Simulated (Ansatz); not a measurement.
**C2H7Ga (SMILES [CH3][GaH][CH3]): levels of theory compared**

We compute a comparison of 6 runs (HF/def2-SVP, B3LYP/6-31G*, PBE0/def2-SVP, r2SCAN0/def2-SVP, wB97M-V/def2-SVP, CCSD/def2-SVP) of C2H7Ga. 

The results are computed with Ansatz 0.2.0.

47 further runs of the same task are left out: 1 that didn't finish, 46 set aside as unsound or not needed.

## (1) The system as given

C2H7Ga: 10 atoms, total charge 0, spin state singlet. SMILES: `[CH3][GaH][CH3]`. The C1–H4 distance was set to 1.643 Å, away from the relaxed value. At this shape a bond of the SMILES string is far longer than usual.

Bond lengths: C1–Ga2 1.971 Å, Ga2–C3 1.971 Å, C1–H5 1.091 Å, C1–H6 1.092 Å, Ga2–H7 1.579 Å, C3–H8 1.096 Å, C3–H9 1.091 Å, C3–H10 1.092 Å. Some angles: C1–Ga2–C3 120.1°, C1–Ga2–H7 120.0°, C3–Ga2–H7 119.9°, Ga2–C1–H5 112.5°, Ga2–C1–H6 111.5°, Ga2–C3–H8 109.0°, Ga2–C3–H9 112.5°, Ga2–C3–H10 111.5°, H5–C1–H6 109.1°, H8–C3–H9 107.5°. A long bond or contact: C1–H4 1.643 Å.

## (2) A single-point energy at HF/def2-SVP (run 1)

job.yaml reads:

```yaml
crystal:
  periodic: [false, false, false]
  atoms:
    - {symbol: C, position_ang: [-0.828242, 1.407109, -0.293585]}
    - {symbol: Ga, position_ang: [0.884158, 0.530409, 0.136915]}
    - {symbol: C, position_ang: [0.916658, -1.057191, 1.305115]}
    - {symbol: H, position_ang: [-1.533700, 0.614200, -1.548200]}
    - {symbol: H, position_ang: [-0.700242, 2.448109, -0.593285]}
    - {symbol: H, position_ang: [-1.524542, 1.359509, 0.546815]}
    - {symbol: H, position_ang: [2.232458, 1.100809, -0.454385]}
    - {symbol: H, position_ang: [0.922858, -0.729691, 2.350515]}
    - {symbol: H, position_ang: [1.804458, -1.671591, 1.148715]}
    - {symbol: H, position_ang: [0.025558, -1.673991, 1.168315]}
basis:
  gaussian:
    orbitals: def2-SVP
output: {orbitals: {seedname: orbitals}}
accuracy: high
hamiltonian:
  xc: hf
```

The run is started by

```console
ansatz run job.yaml --threads 1 --pin off --max-ram 3480MiB --events-out events.jsonl --progress --plain --runs-dir runs
```

The program printed:

```text
Warning: RAYON_NUM_THREADS=1 ignored (pool sized by the plan → 1); use --threads N
Functional definition: HF
  name "HF"
  exchange = exact_x
  correlation = 0
2186 factors; integrals over basis functions are off by at most 7.9e-9 eV
mean field evaluation 1: about -54492.6451 eV, gradient 2.9e1 eV
mean field evaluation 2: about -54492.6844 eV, gradient 2.9e1 eV
mean field evaluation 4: about -54495.2405 eV, gradient 2.8e0 eV
mean field evaluation 8: about -54495.2779 eV, gradient 2.8e-4 eV
mean field -54495.27790081 eV, -2002.6645246286 hartree, gradient 1.8e-8 eV, S^2 0.000000; 0 other end points of the search recorded, 0 dependent functions left out
reference -54495.27790081 eV, -2002.6645246286 hartree; 25, 25 occupied and 70, 70 virtual orbitals, 2186 factors
Total energy: -54495.27790081 eV, -2002.6645246286 hartree
```

It took 3.3 s on 1 thread of Arm Neoverse V1, shared host; peak memory 0.28 GiB.

## (3) A single-point energy at B3LYP/6-31G(d) (spherical functions) (run 2)

molecule.yaml reads:

```yaml
crystal:
  periodic: [false, false, false]
  atoms:
    - {symbol: C, position_ang: [-0.828242, 1.407109, -0.293585]}
    - {symbol: Ga, position_ang: [0.884158, 0.530409, 0.136915]}
    - {symbol: C, position_ang: [0.916658, -1.057191, 1.305115]}
    - {symbol: H, position_ang: [-1.533700, 0.614200, -1.548200]}
    - {symbol: H, position_ang: [-0.700242, 2.448109, -0.593285]}
    - {symbol: H, position_ang: [-1.524542, 1.359509, 0.546815]}
    - {symbol: H, position_ang: [2.232458, 1.100809, -0.454385]}
    - {symbol: H, position_ang: [0.922858, -0.729691, 2.350515]}
    - {symbol: H, position_ang: [1.804458, -1.671591, 1.148715]}
    - {symbol: H, position_ang: [0.025558, -1.673991, 1.168315]}
basis:
  gaussian:
    orbitals: 6-31G_st_-spherical.json
magnetization:
  spin_polarized: false
  initial_magnetization: 0
hamiltonian:
  xc: {name: B3LYP}
accuracy: high
output:
  orbitals: {seedname: orbitals}
```

The basis set 6-31G* is read from a file made from the Basis Set Exchange's data (not shown).

The run is started by

```console
ansatz run molecule.yaml --threads 1 --pin off --max-ram 3480MiB --events-out events.jsonl --progress --plain --runs-dir runs
```

The program printed:

```text
Warning: RAYON_NUM_THREADS=1 ignored (pool sized by the plan → 1); use --threads N
Functional definition: B3LYP
  name "B3LYP"
  parameter a0 = 0.2
  parameter ax = 0.72
  parameter ac = 0.81
  exchange = (1 - a0 - ax)*slater_x + ax*b88_x + a0*exact_x
  correlation = (1 - ac)*vwn_rpa_c + ac*lyp_c
1741 factors; integrals over basis functions are off by at most 4.8e-9 eV
mean field evaluation 1: about -54548.3848 eV, gradient 6.3e1 eV
mean field evaluation 2: about -54540.0138 eV, gradient 8.0e1 eV
mean field evaluation 4: about -54557.8396 eV, gradient 4.0e0 eV
mean field evaluation 8: about -54557.9982 eV, gradient 2.4e-1 eV
mean field evaluation 16: about -54557.9983 eV, gradient 2.3e-5 eV
mean field -54557.99831443 eV, -2004.9694573158 hartree, gradient 8.2e-8 eV, S^2 0.000000; 0 other end points of the search recorded, 0 dependent functions left out
reference -54557.99835864 eV, -2004.9694589406 hartree; 25, 25 occupied and 49, 49 virtual orbitals, 1741 factors
Total energy: -54557.99835864 eV, -2004.9694589406 hartree
```

Run time: 7.2 s. Hardware: 1 thread of Arm Neoverse V1, shared host; peak memory 0.25 GiB.

Runs 3 to 5 aren't shown in full; the table further down has their settings and results.

## (4) A single-point energy at CCSD/def2-SVP (run 6)

in.yaml reads:

```yaml
crystal:
  periodic: [false, false, false]
  atoms:
    - {symbol: C, position_ang: [-0.828242, 1.407109, -0.293585]}
    - {symbol: Ga, position_ang: [0.884158, 0.530409, 0.136915]}
    - {symbol: C, position_ang: [0.916658, -1.057191, 1.305115]}
    - {symbol: H, position_ang: [-1.533700, 0.614200, -1.548200]}
    - {symbol: H, position_ang: [-0.700242, 2.448109, -0.593285]}
    - {symbol: H, position_ang: [-1.524542, 1.359509, 0.546815]}
    - {symbol: H, position_ang: [2.232458, 1.100809, -0.454385]}
    - {symbol: H, position_ang: [0.922858, -0.729691, 2.350515]}
    - {symbol: H, position_ang: [1.804458, -1.671591, 1.148715]}
    - {symbol: H, position_ang: [0.025558, -1.673991, 1.168315]}
basis:
  gaussian: {orbitals: def2-SVP}
scf: {omitted_lower_state_checks: [cluster_reference, increment]}
accuracy: high
correlation: {method: ccsd, frozen_orbitals: {C: 1, Ga: 9, H: 0}}
```

The run is started by

```console
ansatz run in.yaml --threads 1 --pin off --max-ram 3480MiB --events-out events.jsonl --progress --plain --runs-dir runs
```

The program printed:

```text
Warning: RAYON_NUM_THREADS=1 ignored (pool sized by the plan → 1); use --threads N
[... 11 lines left out ...]
11 core orbitals not correlated: weight in the atoms' cores, before any rotation towards them, 1.000 or more for the frozen orbitals, at most 0.000 for the correlated occupied ones
[... 25 lines left out ...]
Total energy: -54510.34096452 eV, -2003.2180820098 hartree
Checks for a lower state left out: cluster_reference, increment
```

Run time: 23 s. Hardware: 1 thread of Arm Neoverse V1, shared host; peak memory 0.61 GiB.

## (5) Overview of the runs

```
run                               level  frozen core orbitals   energy (Eh)  HOMO energy (eV)  LUMO energy (eV)  HOMO–LUMO gap (eV)  wall time
  1                         HF/def2-SVP                     –  -2002.664525            -10.60              1.65               12.25      3.3 s
  2  B3LYP/6-31G* (spherical functions)                     –  -2004.969459             -7.34             -1.42                5.92      7.2 s
  3                       PBE0/def2-SVP                     –  -2004.534007             -7.71             -1.23                6.48        9 s
  4                    r2SCAN0/def2-SVP                     –  -2004.793902             -7.90             -1.10                6.79       17 s
  5                    wB97M-V/def2-SVP                     –  -2004.719785             -9.90              0.53               10.42       87 s
  6                       CCSD/def2-SVP                    11  -2003.218082                 –                 –                   –       23 s
```

## (6) Results

```
                                           quantity           value
                                run 6: total energy  -2003.21808 Eh
run 6: correlation energy (11 core orbitals frozen)      -553.6 mEh
                               run 6: T1 diagnostic           0.012
```

In words: Over runs 1, 2, 3, 4, 5 the HOMO–LUMO gap runs from 5.92 eV (B3LYP/6-31G*) to 12.25 eV (HF/def2-SVP). The two ends differ in method and basis. Totals of different functionals can't be ranked against each other. All runs together took 2.5 min, the longest 87 s.
